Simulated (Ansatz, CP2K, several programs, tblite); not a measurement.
Energy against volume for Ga4SbP3 as one 8-atom ordering (P-4m2) on the zincblende lattice, at fixed shape and fractional coordinates, computed by several methods (PBE and r2SCAN, where shown, with plane waves in Ansatz); the cell shown is that of r2SCAN. With free coordinates or axes held, a curve is too stiff, and on another method's shape its minimum isn't the method's own volume. It is tetragonal, P-4m2 (No. 115); conventional cell a = 3.976 Å, c = 11.236 Å, 22.20 Å³ an atom. P has 4 Ga at 2.39 Å; Ga has 4 P at 2.39 Å; Ga has 2 P at 2.39 Å and 2 Sb at 2.58 Å; Sb has 4 Ga at 2.58 Å. Spin-unpolarised throughout. Whether this structure exists isn't addressed. Energies count from each curve's lowest point; fits are third-order Birch-Murnaghan.

```cif
data_structure
_symmetry_space_group_name_H-M 'P 1'
_symmetry_Int_Tables_number 1
_cell_length_a 3.9757
_cell_length_b 3.9757
_cell_length_c 11.2362
_cell_angle_alpha 90.000
_cell_angle_beta 90.000
_cell_angle_gamma 90.000
_cell_volume 177.60
loop_
_atom_site_label
_atom_site_type_symbol
_atom_site_fract_x
_atom_site_fract_y
_atom_site_fract_z
_atom_site_occupancy
P1 P 0.00000 0.00000 0.23621 1
Ga1 Ga 0.00000 0.50000 0.11794 1
P2 P 0.50000 0.50000 0.00000 1
Ga2 Ga 0.50000 0.00000 0.88206 1
P3 P 0.00000 0.00000 0.76379 1
Ga3 Ga 0.00000 0.50000 0.64593 1
Sb1 Sb 0.50000 0.50000 0.50000 1
Ga4 Ga 0.50000 0.00000 0.35407 1
```

GFN1-xTB (tblite), on the shape of the cell shown, as a cluster of 72 atoms at the zone centre:
```tsv
V (Å³/atom)	E (meV/atom)
19.536	302.80
20.868	149.67
22.200	54.30
23.532	7.80
24.864	0.00
```
This method closes the gap of a crystal that DFT finds insulating, so its curve rests on a wrong state.
The lowest point is an end point, so the minimum isn't bracketed.

PBE/SZV (CP2K), on the shape of the cell shown:
```tsv
V (Å³/atom)	E (meV/atom)
19.536	236.87
20.868	97.83
22.200	26.85
23.532	0.00
24.864	7.88
```
The points scatter about a smooth fit, so no fit is quoted.

light PBE (260 eV, its own mesh), on the shape of the cell shown:
```csv
V (Å³/atom),E (meV/atom)
20.424,105.59
21.312,38.49
22.200,18.97
23.088,0.00
23.976,15.66
24.864,23.12
```
The points scatter about a smooth fit, as a low cutoff and a light mesh can make them, so no fit is quoted.

r2SCAN, on the shape of its own relaxed cell:
```csv
V (Å³/atom),E (meV/atom)
20.868,21.31
21.534,5.00
22.200,0.00
22.866,4.62
23.532,17.38
```
V₀ = 22.20 Å³ an atom and B₀ = 77 GPa.

PBE, on the shape of its own relaxed cell:
```
V (Å³/atom)  E (meV/atom)
     21.542         19.26
     22.230          4.54
     22.917          0.00
     23.605          4.05
     24.292         15.37
```
V₀ = 22.92 Å³ an atom and B₀ = 67 GPa.

Spin-orbit coupling is left out, which matters wherever the heavy atoms make up the band edges.
